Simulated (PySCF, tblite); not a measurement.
# cyclobutyl ethanoate (C6H10O2): dynamics, then NMR shifts on frames

How do NMR shifts of cyclobutyl ethanoate (C6H10O2) (`CC(=O)OC1CCC1`) change as the atoms move?

Programs: tblite 0.8.0 and PySCF 2.14.0, with density-fitted response routines of our own. Each step states its level of theory. These are calculated values for one molecule in the gas phase, unless marked as measured. Atoms are numbered from 0 throughout.

### Step 1. Starting geometry

18 atoms, charge 0, multiplicity 1; geometry from: GFN2-xTB.

Bonds of the start (Å): C0–C1 1.51, C1–O2 1.20, C1–O3 1.34, O3–C4 1.42, C4–C5 1.54, C5–C6 1.54, C6–C7 1.54, C7–C4 1.54, C0–H8 1.09, C0–H9 1.09, C0–H10 1.09, C4–H11 1.09, C5–H12 1.09, C5–H13 1.09, C6–H14 1.09, C6–H15 1.09, C7–H16 1.09, C7–H17 1.09.

### Step 2. Thermal motion with GFN2-xTB

What the job is given:

```
{"job": {"kind": "md", "xc": "GFN2-xTB", "basis": "xTB", "temperature": 200, "steps": 2000, "every": 50, "frames": 5}, "charge": 0, "multiplicity": 1}
C      3.149332    -0.115601    -0.296112
C      1.847211     0.347938     0.304388
O      1.744002     1.025550     1.291759
O      0.814123    -0.101496    -0.416485
C     -0.503748     0.234800    -0.003052
C     -1.456882    -0.961413     0.143434
C     -2.484060    -0.220201    -0.726740
C     -1.399769     0.796332    -1.117573
H      3.979426     0.291551     0.272540
H      3.207881     0.212182    -1.330725
H      3.185044    -1.202156    -0.279923
H     -0.444863     0.868312     0.885358
H     -1.758532    -1.208046     1.158311
H     -1.053134    -1.847164    -0.341340
H     -3.285269     0.225551    -0.142291
H     -2.916237    -0.792531    -1.543513
H     -0.973178     0.604149    -2.099213
H     -1.660106     1.848560    -1.035239
```

Method: GFN2-xTB Langevin dynamics, gas phase.

Command:

```
OMP_NUM_THREADS=1 python probes_run.py task.json out
```

The driver reads the jobs from task.json and runs them one after another.

Output:

```text
t/fs     T/K      E/eV
    0.0   169.6   -709.69813
   25.0   100.8   -709.46560
   50.0   118.9   -709.46577
   75.0   106.1   -709.42538
  100.0   133.9   -709.37957
  125.0   207.0   -709.46324
  150.0   169.2   -709.36570
  175.0   194.2   -709.33621
  200.0   214.7   -709.35504
  225.0   189.7   -709.20874
  250.0   217.0   -709.29801
  275.0   167.7   -709.08275
  300.0   213.1   -709.27160
  325.0   227.7   -709.36561
  350.0   204.7   -709.35430
  375.0   179.5   -709.26726
  400.0   167.8   -709.26198
  425.0   161.1   -709.33549
  450.0   186.2   -709.36712
  475.0   224.3   -709.41181
  500.0   294.9   -709.37160
  525.0   236.1   -709.29119
  550.0   194.1   -709.27904
  575.0   180.6   -709.20872
  600.0   161.1   -709.21692
  625.0   171.3   -709.20158
  650.0   214.8   -709.38126
  675.0   127.4   -709.31568
  700.0   155.0   -709.23155
  725.0   167.0   -709.27768
  750.0   146.3   -709.24564
  775.0   154.0   -709.29691
  800.0   179.2   -709.36021
  825.0   172.7   -709.34776
  850.0   183.2   -709.34732
  875.0   209.9   -709.34237
  900.0   174.4   -709.35501
  925.0   152.5   -709.33198
  950.0   158.3   -709.30878
  975.0   223.2   -709.35251
 1000.0   210.2   -709.33954
```

Run time: 9.6 s. Hardware: 1 thread of INTEL XEON PLATINUM 8581C at 2.30GHz, shared host; peak memory 0.18 GiB.

Distance from the start (root mean square after alignment): 0 fs 0.00 Å, 200 fs 0.50 Å, 400 fs 0.60 Å, 600 fs 0.31 Å, 800 fs 0.41 Å, 1000 fs 0.64 Å.

Positions (Å) and forces (eV/Å) at 1000 fs:

```xyz
18

C     3.176    0.351   -0.657   -0.550   -0.563    0.075
C     1.967    0.016    0.214    0.167   -0.277   -0.804
O     2.047   -0.188    1.397   -0.510    0.166   -0.405
O     0.842   -0.051   -0.551    0.709   -0.184    1.064
C    -0.403   -0.241    0.122   -0.024   -0.353   -0.414
C    -0.831   -1.664    0.556    0.926   -0.769    1.230
C    -2.154   -1.550   -0.197    0.434   -0.015    0.436
C    -1.555   -0.312   -0.870   -1.178    1.015   -0.610
H     4.052   -0.091   -0.201    0.105   -0.246   -0.141
H     3.318    1.402   -0.637    0.050    1.053    0.104
H     3.039    0.079   -1.706   -0.019   -0.250    0.341
H    -0.508    0.583    0.849   -0.028   -0.591    0.037
H    -0.915   -1.844    1.664    0.268    0.122   -1.028
H    -0.173   -2.420    0.094   -0.138    0.331    0.406
H    -2.970   -1.455    0.500   -0.342    0.806    0.139
H    -2.457   -2.381   -0.811    0.349   -0.246   -0.541
H    -1.286   -0.500   -1.924    0.089    0.219    0.624
H    -2.135    0.612   -0.778   -0.306   -0.218   -0.512
```

### Step 3. Shielding tensors: 250 fs, PBE0/pcSseg-1

What the job is given:

```
{"job": {"kind": "nmr", "xc": "PBE0", "basis": "pcSseg-1", "pop": false}, "charge": 0, "multiplicity": 1}
C      3.143700    -0.284400     0.411000
C      1.693800     0.222400     0.636100
O      1.334000     1.055000     1.442700
O      0.773700    -0.469800    -0.062900
C     -0.615400    -0.174600    -0.093200
C     -1.586600    -1.337500    -0.417900
C     -2.328500    -0.442600    -1.413800
C     -1.174800     0.603200    -1.338400
H      3.636100     0.552900    -0.024400
H      3.132000    -1.084400    -0.316700
H      3.567600    -0.688300     1.342300
H     -0.875900     0.312700     0.868000
H     -2.131500    -1.640300     0.429500
H     -1.039200    -2.204900    -0.806000
H     -3.231300    -0.061100    -1.021700
H     -2.446900    -0.844200    -2.392900
H     -0.526100     0.412100    -2.154000
H     -1.440800     1.657500    -1.282600
```

Level: GIAO PBE0/pcSseg-1 NMR shielding, non-relativistic, gas phase.

Output:

```text
coarse grid: 14888 points
cycle   1  E = -384.3571071965  dE =  1.172e+00  |g| = 9.275e-01  |ddm| = 3.735e+00
cycle   2  E = -384.0004122409  dE =  3.567e-01  |g| = 1.670e+00  |ddm| = 1.661e+00
cycle   3  E = -384.5071340102  dE = -5.067e-01  |g| = 3.002e-01  |ddm| = 1.220e+00
cycle   4  E = -384.5235003138  dE = -1.637e-02  |g| = 8.561e-02  |ddm| = 2.429e-01
cycle   5  E = -384.5245772243  dE = -1.077e-03  |g| = 2.811e-02  |ddm| = 5.811e-02
cycle   6  E = -384.5247437346  dE = -1.665e-04  |g| = 5.608e-03  |ddm| = 2.099e-02
cycle   7  E = -384.5247501421  dE = -6.408e-06  |g| = 1.501e-03  |ddm| = 5.022e-03
final grid: 143384 points
cycle   8  E = -384.5962651035  dE = -2.734e-05  |g| = 1.476e-02  |ddm| = 2.853e-02
cycle   9  E = -384.5962103713  dE =  5.473e-05  |g| = 2.268e-02  |ddm| = 2.307e-02
cycle  10  E = -384.5963062987  dE = -9.593e-05  |g| = 2.535e-03  |ddm| = 1.425e-02
cycle  11  E = -384.5963074729  dE = -1.174e-06  |g| = 4.910e-04  |ddm| = 1.732e-03
cycle  12  E = -384.5963075096  dE = -3.671e-08  |g| = 2.003e-04  |ddm| = 4.406e-04
cycle  13  E = -384.5963075175  dE = -7.852e-09  |g| = 3.497e-05  |ddm| = 1.615e-04
cycle  14  E = -384.5963075177  dE = -2.398e-10  |g| = 9.967e-06  |ddm| = 3.299e-05
converged SCF energy = -384.5963075177

GIAO shielding tensors (ppm)
atom      isotropic    diamagn.    paramagn.     s11        s22        s33       span
  0 C      161.784     251.925     -90.140    138.853    154.010    192.490     53.637
  1 C        9.048     251.685    -242.637    -98.469     59.915     65.698    164.166
  2 O     -121.707     404.497    -526.204   -404.113   -270.232    309.225    713.338
  3 O       80.913     404.170    -323.256    -85.937    157.131    171.546    257.484
  4 C      117.009     244.003    -126.994     76.764    121.532    152.731     75.967
  5 C      157.173     252.563     -95.390    133.134    155.352    183.033     49.899
  6 C      177.589     254.910     -77.320    168.967    175.677    188.124     19.157
  7 C      151.849     250.434     -98.586    126.193    149.338    180.016     53.823
  8 H       30.030      28.099       1.931     27.083     28.104     34.903      7.820
  9 H       29.840      30.867      -1.028     25.426     30.219     33.874      8.447
 10 H       29.034      26.919       2.115     25.675     26.926     34.500      8.826
 11 H       25.806      33.051      -7.245     21.861     27.183     28.375      6.514
 12 H       29.994      32.374      -2.381     26.511     27.588     35.882      9.371
 13 H       29.282      31.362      -2.080     26.134     27.994     33.717      7.583
 14 H       30.881      31.398      -0.517     27.659     27.916     37.067      9.408
 15 H       30.369      30.084       0.285     26.445     27.430     37.232     10.787
 16 H       30.033      33.216      -3.183     27.210     29.526     33.363      6.153
 17 H       29.231      31.426      -2.194     25.398     27.201     35.096      9.699
```

Wall time 21 s (1 thread of INTEL XEON PLATINUM 8581C at 2.30GHz, shared host); peak memory 0.83 GiB.

The references, computed at this level on geometries of the same kind, shield at (ppm): 1H TMS 31.72, 13C TMS 186.9, 17O H2O 336.1. Their shielding less the atom's gives the shift. The references are single molecules in the gas phase, so shifts against H2O, NH3, PH3, H3PO4 or CFCl3 are not on the usual liquid scales and can be off by tens of ppm. Each atom is listed at this fixed geometry, with no averaging over motion; a spectrum would average atoms that exchange fast.

```
atoms                                  environment  σ (ppm)  δ (ppm)
   C1                        ester carbonyl carbon      9.0    177.9
   C4                           sp3 CH bonded to O    117.0     69.9
   C7                            sp3 CH2 in a ring    151.8     35.1
   C5                            sp3 CH2 in a ring    157.2     29.8
   C0                methyl carbon α to a carbonyl    161.8     25.1
   C6                            sp3 CH2 in a ring    177.6      9.3
  H11            hydrogen on an sp3 CH bonded to O    25.81     5.91
  H10  hydrogen on a methyl carbon α to a carbonyl    29.03     2.68
  H17             hydrogen on an sp3 CH2 in a ring    29.23     2.49
  H13             hydrogen on an sp3 CH2 in a ring    29.28     2.44
   H9  hydrogen on a methyl carbon α to a carbonyl    29.84     1.88
  H12             hydrogen on an sp3 CH2 in a ring    29.99     1.72
   H8  hydrogen on a methyl carbon α to a carbonyl    30.03     1.69
  H16             hydrogen on an sp3 CH2 in a ring    30.03     1.68
  H15             hydrogen on an sp3 CH2 in a ring    30.37     1.35
  H14             hydrogen on an sp3 CH2 in a ring    30.88     0.84
   O2                        ester carbonyl oxygen   -121.7    457.8
   O3                          ester alkoxy oxygen     80.9    255.2
```

Ring of atoms C4, C5, C6, C7: NICS(0) -1.7, NICS(1) -0.9, NICS(1)zz 2.9 ppm (means of both faces).

### Step 4. Shielding tensors: 425 fs, PBE0/pcSseg-1

What the job is given:

```
{"job": {"kind": "nmr", "xc": "PBE0", "basis": "pcSseg-1", "pop": false}, "charge": 0, "multiplicity": 1}
C      3.356500    -0.546100     0.389600
C      2.021300    -0.032700     0.718100
O      1.738000     0.519700     1.740200
O      1.145600    -0.338100    -0.310100
C     -0.232000    -0.259600    -0.024500
C     -1.050600    -1.584600    -0.321300
C     -2.083000    -0.771700    -1.170000
C     -1.175000     0.479400    -1.031000
H      4.050600     0.312900     0.200300
H      3.304000    -1.209800    -0.466000
H      3.826000    -1.095500     1.210900
H     -0.418400    -0.020500     1.021900
H     -1.505400    -2.068100     0.556800
H     -0.434900    -2.249800    -0.913600
H     -3.003200    -0.675500    -0.642000
H     -2.254200    -1.126300    -2.183800
H     -0.692200     0.580700    -1.992000
H     -1.600200     1.454900    -0.726600
```

Method: GIAO PBE0/pcSseg-1 NMR shielding, non-relativistic, gas phase.

Output:

```text
coarse grid: 14888 points
cycle   1  E = -384.3722420001  dE =  1.131e+00  |g| = 8.973e-01  |ddm| = 3.747e+00
cycle   2  E = -384.0679455989  dE =  3.043e-01  |g| = 1.575e+00  |ddm| = 1.588e+00
cycle   3  E = -384.5131749037  dE = -4.452e-01  |g| = 2.775e-01  |ddm| = 1.142e+00
cycle   4  E = -384.5272784001  dE = -1.410e-02  |g| = 8.091e-02  |ddm| = 2.305e-01
cycle   5  E = -384.5282467653  dE = -9.684e-04  |g| = 2.702e-02  |ddm| = 5.613e-02
cycle   6  E = -384.5284015536  dE = -1.548e-04  |g| = 4.966e-03  |ddm| = 1.988e-02
cycle   7  E = -384.5284064539  dE = -4.900e-06  |g| = 1.435e-03  |ddm| = 4.474e-03
final grid: 143384 points
cycle   8  E = -384.5996188812  dE = -2.549e-05  |g| = 1.457e-02  |ddm| = 3.200e-02
cycle   9  E = -384.5995654946  dE =  5.339e-05  |g| = 2.246e-02  |ddm| = 2.250e-02
cycle  10  E = -384.5996590832  dE = -9.359e-05  |g| = 2.145e-03  |ddm| = 1.380e-02
cycle  11  E = -384.5996599267  dE = -8.435e-07  |g| = 4.708e-04  |ddm| = 1.521e-03
cycle  12  E = -384.5996599600  dE = -3.333e-08  |g| = 1.981e-04  |ddm| = 4.319e-04
cycle  13  E = -384.5996599677  dE = -7.715e-09  |g| = 3.334e-05  |ddm| = 1.628e-04
cycle  14  E = -384.5996599680  dE = -2.221e-10  |g| = 9.388e-06  |ddm| = 3.264e-05
converged SCF energy = -384.5996599680

GIAO shielding tensors (ppm)
atom      isotropic    diamagn.    paramagn.     s11        s22        s33       span
  0 C      164.701     248.349     -83.648    144.326    157.227    192.551     48.225
  1 C       10.521     246.620    -236.099    -95.018     56.902     69.678    164.696
  2 O     -106.618     404.045    -510.663   -402.374   -226.159    308.680    711.054
  3 O       84.602     403.004    -318.403   -108.601    162.183    200.223    308.824
  4 C      120.885     245.562    -124.676     83.480    121.793    157.383     73.903
  5 C      147.943     252.182    -104.239    120.495    146.247    177.086     56.591
  6 C      173.729     254.017     -80.288    161.691    175.019    184.477     22.786
  7 C      152.329     248.681     -96.352    121.367    152.016    183.603     62.236
  8 H       28.725      25.198       3.527     25.914     26.149     34.111      8.197
  9 H       29.684      29.312       0.372     24.722     30.592     33.737      9.015
 10 H       29.440      26.103       3.337     26.091     27.337     34.894      8.803
 11 H       26.319      33.962      -7.643     22.445     27.217     29.294      6.849
 12 H       28.632      31.139      -2.507     24.928     27.099     33.869      8.941
 13 H       29.359      31.896      -2.538     26.313     28.699     33.064      6.750
 14 H       30.572      31.281      -0.710     27.234     28.125     36.357      9.123
 15 H       29.922      29.887       0.035     26.106     27.197     36.463     10.357
 16 H       29.043      31.873      -2.830     25.927     28.437     32.766      6.839
 17 H       28.686      30.475      -1.789     24.718     26.569     34.772     10.053
```

Wall time 21 s (1 thread of INTEL XEON PLATINUM 8581C at 2.30GHz, shared host); peak memory 0.85 GiB.

In short: δ C1 176.4, C4 66.0, C5 39.0, C7 34.6, H11 5.40, H12 3.08 ppm.

[end of part 1 of 2]
